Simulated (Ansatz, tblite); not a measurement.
# The cluster Al2Cu6: which isomer is lowest, part 2 of 2

Aim: relax the candidate shapes of the cluster Al2Cu6 that a cheap search turned up, and see how the levels of theory order them.

Ansatz 0.2.0, Gaussian basis; relaxed with r2SCAN-D4/def2-SVP, singlet. Earlier steps stand in the parts before.

### 7 Candidate A, PBE0-D4/def2-TZVP

start.molden holds the orbitals of an earlier run on this state, given as this run's starting guess.

in.yaml

```yaml
crystal:
  periodic: [false, false, false]
  atoms:
    - {symbol: Al, position_ang: [-0.641880, 0.762540, 2.222998]}
    - {symbol: Al, position_ang: [-2.508092, -0.558125, 0.899588]}
    - {symbol: Cu, position_ang: [-0.013048, -1.081997, 0.671498]}
    - {symbol: Cu, position_ang: [-0.379827, -0.912141, -1.671602]}
    - {symbol: Cu, position_ang: [1.397236, 0.848250, 0.667316]}
    - {symbol: Cu, position_ang: [1.096446, 0.975440, -1.711342]}
    - {symbol: Cu, position_ang: [-0.811577, 0.957477, -0.256111]}
    - {symbol: Cu, position_ang: [1.860751, -0.991444, -0.822336]}
basis:
  gaussian: {orbitals: def2-TZVP, initial_orbitals: start.molden}
hamiltonian: {xc: pbe0, dispersion: d4}
scf: {omitted_lower_state_checks: [starts]}
output: {orbitals: {seedname: orbitals}}
```

Command:

```sh
> ansatz run in.yaml --threads 4 --pin off --events-out ev --progress --plain --max-ram 6963MiB
```

The program printed, shortened:

```text
Functional definition: PBE0
  name "PBE0"
  cite "Adamo & Barone, J. Chem. Phys. 110, 6158 (1999) doi:10.1063/1.478522"
  cite "Perdew, Burke & Ernzerhof, Phys. Rev. Lett. 77, 3865 (1996) doi:10.1103/PhysRevLett.77.3865"
  parent pbe
[...]
3292 factors; integrals over basis functions are off by at most 4.9e-4 eV
[...]
mean field -280997.18306346 eV, -10326.4560108507 hartree, gradient 6.5e-5 eV, S^2 0.000000; 0 other end points of the search recorded, 0 dependent functions left out
reference -280997.18309654 eV, -10326.4560120662 hartree; 100, 100 occupied and 244, 244 virtual orbitals, 3292 factors
Total energy: -280997.78110148 eV, -10326.4779883424 hartree
Checks for a lower state left out: starts
```

Run time: 46 s. Hardware: 4 threads of Arm Neoverse V2, shared host; peak memory 2.5 GiB.

Report: HOMO -4.80 eV, LUMO -3.26 eV.

### 8 Candidate A, PBE-D4/def2-TZVP

in.yaml, as its differences from that of step 7:

```diff
@@ -13,4 +13,4 @@
   gaussian: {orbitals: def2-TZVP, initial_orbitals: start.molden}
-hamiltonian: {xc: pbe0, dispersion: d4}
+hamiltonian: {xc: pbe, dispersion: d4}
 scf: {omitted_lower_state_checks: [starts]}
-output: {orbitals: {seedname: orbitals}}
+output: {forces: true, orbitals: {seedname: orbitals}}
```

The command is unchanged.

The program printed, shortened:

```text
Functional definition: PBE
  name "PBE"
  cite "Perdew, Burke & Ernzerhof, Phys. Rev. Lett. 77, 3865 (1996) doi:10.1103/PhysRevLett.77.3865"
  parent pbe
[...]
3236 factors; their error is unknown
[...]
mean field -280998.59372023 eV, -10326.5078515308 hartree, gradient 2.2e-5 eV, S^2 0.000000; 0 other end points of the search recorded, 0 dependent functions left out
[...]
reference -280998.59376474 eV, -10326.5078531665 hartree; 100, 100 occupied and 244, 244 virtual orbitals, 3236 factors
Total energy: -280999.28970952 eV, -10326.5334286653 hartree
Atom 0 at    -0.641880     0.762540     2.222998 Å, force    -0.047700     0.164291     0.391582 eV/Å
Atom 1 at    -2.508092    -0.558125     0.899588 Å, force    -0.271774    -0.094476     0.045403 eV/Å
Atom 2 at    -0.013048    -1.081997     0.671498 Å, force    -0.133493    -0.682774     0.523312 eV/Å
Atom 3 at    -0.379827    -0.912141    -1.671602 Å, force    -0.457254    -0.453203    -0.631430 eV/Å
Atom 4 at     1.397236     0.848250     0.667316 Å, force     0.494570     0.419051     0.526896 eV/Å
Atom 5 at     1.096446     0.975440    -1.711342 Å, force     0.257362     0.671393    -0.696831 eV/Å
Atom 6 at    -0.811577     0.957477    -0.256111 Å, force    -0.602790     0.588760    -0.074127 eV/Å
Atom 7 at     1.860751    -0.991444    -0.822336 Å, force     0.761079    -0.613041    -0.084805 eV/Å
Dipole moment:     0.057861    -0.022992    -0.099074 e Å
Checks for a lower state left out: starts
```

It took 18 s on 4 threads of Arm Neoverse V2, shared host; peak memory 1.2 GiB.

HOMO -4.38 eV, LUMO -3.90 eV.

### 9 Candidate A, r2SCAN-D4/def2-TZVP

in.yaml, as its differences from that of step 8:

```diff
@@ -13,4 +13,4 @@
   gaussian: {orbitals: def2-TZVP, initial_orbitals: start.molden}
-hamiltonian: {xc: pbe, dispersion: d4}
+hamiltonian: {xc: r2scan, dispersion: d4}
 scf: {omitted_lower_state_checks: [starts]}
-output: {forces: true, orbitals: {seedname: orbitals}}
+output: {orbitals: {seedname: orbitals}}
```

Launched as before.

The program printed:

```text
Functional definition: r2SCAN
  name "r2SCAN"
  cite "Furness, Kaplan, Ning, Perdew & Sun, J. Phys. Chem. Lett. 11, 8208 (2020) doi:10.1021/acs.jpclett.0c02405"
  cite "Furness, Kaplan, Ning, Perdew & Sun, J. Phys. Chem. Lett. 11, 9248 (2020) doi:10.1021/acs.jpclett.0c03077"
  parent r2scan
  parameter k0 = 0.174
  parameter k1 = 0.065
  parameter a1 = 4.9479
  exchange = r2scan_x(k0 = k0, k1 = k1, a1 = a1)
  correlation = r2scan_c
these checks for a lower state are left out or cut short: starts
3236 factors; their error is unknown
mean field evaluation 1: about -281041.1878 eV, gradient 1.3e1 eV
mean field evaluation 2: about -281041.6007 eV, gradient 1.0e0 eV
mean field evaluation 4: about -281041.4444 eV, gradient 8.3e-2 eV
mean field evaluation 8: about -281041.4444 eV, gradient 1.8e-5 eV
mean field -281041.44443762 eV, -10328.0825863495 hartree, gradient 1.8e-5 eV, S^2 0.000000; 0 other end points of the search recorded, 0 dependent functions left out
reference -281041.44445196 eV, -10328.0825868764 hartree; 100, 100 occupied and 244, 244 virtual orbitals, 3236 factors
Total energy: -281041.57370008 eV, -10328.0873366573 hartree
Checks for a lower state left out: starts
```

Wall time 39 s (4 threads of Arm Neoverse V2, shared host); peak memory 1.3 GiB.

From the report: HOMO -4.39 eV, LUMO -3.87 eV.

### 10 A against B

The energies of B at these levels come from its own runs, whose logs aren't repeated here.

```
              level  A above B (kcal/mol)     time
           GFN1-xTB                 -32.0  0.024 s
           GFN2-xTB                 +19.0  0.037 s
   PBE-D4/def2-TZVP                 +22.1     34 s
r2SCAN-D4/def2-TZVP                 +23.4     83 s
  PBE0-D4/def2-TZVP                 +27.8     85 s
```

Times add the two runs; a level without a time comes out of a correlated run.

### 11 What came out

What follows sums up all 2 parts.

```
                                                         quantity                    value
A above B, range of the levels free of doubt, tight binding aside  +22.1 to +27.8 kcal/mol
                                          levels that put A lower                 GFN1-xTB
```

**Reading.** The levels disagree on A and B: 1 of 5 put A lower. A random search of this size may have missed the true lowest shape. Only singlets are compared; another spin may lie lower and prefer another shape.
